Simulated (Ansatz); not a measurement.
## C₂H₇BFN, SMILES CCB(N)F: a ladder of methods at one geometry

Run with Ansatz 0.2.0 through its Python package.

Contents of `c2h7bfn.xyz`:
```text
12

C    -1.54340    0.15290   -0.15290
C    -0.28080   -0.53160   -0.42600
B     0.93830    0.44310   -0.21660
N     2.08780    0.13960    0.85720
F     1.12100    1.61470   -1.04060
H    -1.71000    1.07030   -0.86440
H    -1.60480    0.56960    0.88670
H    -2.39990   -0.48600   -0.32940
H    -0.25580   -0.88440   -1.42880
H    -0.19420   -1.39690    0.28490
H     1.50290    0.06540    1.79660
H     2.41590   -0.81200    0.66710
```

The script, `methods_c2h7bfn.py`:
```python
"""One geometry of C2H7BFN, method by method."""

from dataclasses import dataclass
from pathlib import Path

import ansatz as az
import numpy as np


@dataclass
class Settings:
    basis: str = "def2-SVP"


cfg = Settings()

molecule = az.Crystal.molecule_from_extxyz("c2h7bfn.xyz")

job = molecule.calculation().basis(gaussian=cfg.basis)

print("functional    E (Ha)        dipole (D)   HOMO (eV)  LUMO (eV)")
for name in ["lc_wpbe", "hf", "blyp", "hse06", "r2scan0", "r2scan"]:
    rep = job.functional(name).forces().orbitals().run(threads=1, backend="cpu", runs_dir="runs").report
    lines = Path(rep["orbitals_path"]).read_text().splitlines()
    field_of = lambda key: [line.split("=")[1].strip() for line in lines if line.startswith(key)]
    orbitals = [(27.211386 * float(e), s, float(n)) for e, s, n in zip(field_of("Ene="), field_of("Spin="), field_of("Occup="))]
    homo = max(e for e, _, n in orbitals if n > 0.5)
    lumo = min(e for e, _, n in orbitals if n < 0.5)
    dipole = 4.803205 * np.linalg.norm(rep["charge_distribution"]["dipole_moment_e_ang"])
    print(f"{name:10s} {rep['free_energy_ev'] / 27.211386246:14.6f} {dipole:9.3f} {homo:11.3f} {lumo:10.3f}")
```

```console
$ python methods_c2h7bfn.py
functional    E (Ha)        dipole (D)   HOMO (eV)  LUMO (eV)
lc_wpbe       -259.578408     3.234     -10.052      1.989
hf            -258.238607     3.557     -11.118      3.354
blyp          -259.631296     2.933      -5.427     -1.349
hse06         -259.423302     3.198      -6.775     -0.872
r2scan0       -259.557114     3.294      -7.433     -0.230
r2scan        -259.584068     3.144      -5.945     -1.102
```

Reading the output:
- The settings weren't tested for convergence.
- The geometry is a force-field or estimated start, not a minimum of this method, and the basis set is short of its limit. A lower total doesn't mark the better method: functionals have no common bound, and MP2 and coupled cluster aren't variational.
- Levels such as HOMO and LUMO are orbital energies: with these approximate functionals they aren't the ionisation energy and electron affinity, and their gap isn't the fundamental gap.
- hse06 follows the composition of plane-wave codes, whose totals differ by tens of mHa, up to about 0.1 Ha, from the form usual in Gaussian-basis programs (wpbeh).
- It ran for 29 s on 1 thread of Arm Neoverse V1 (shared host), peak memory 0.29 GiB.

(Lines on the test bed's own set-up are left out of the output.)
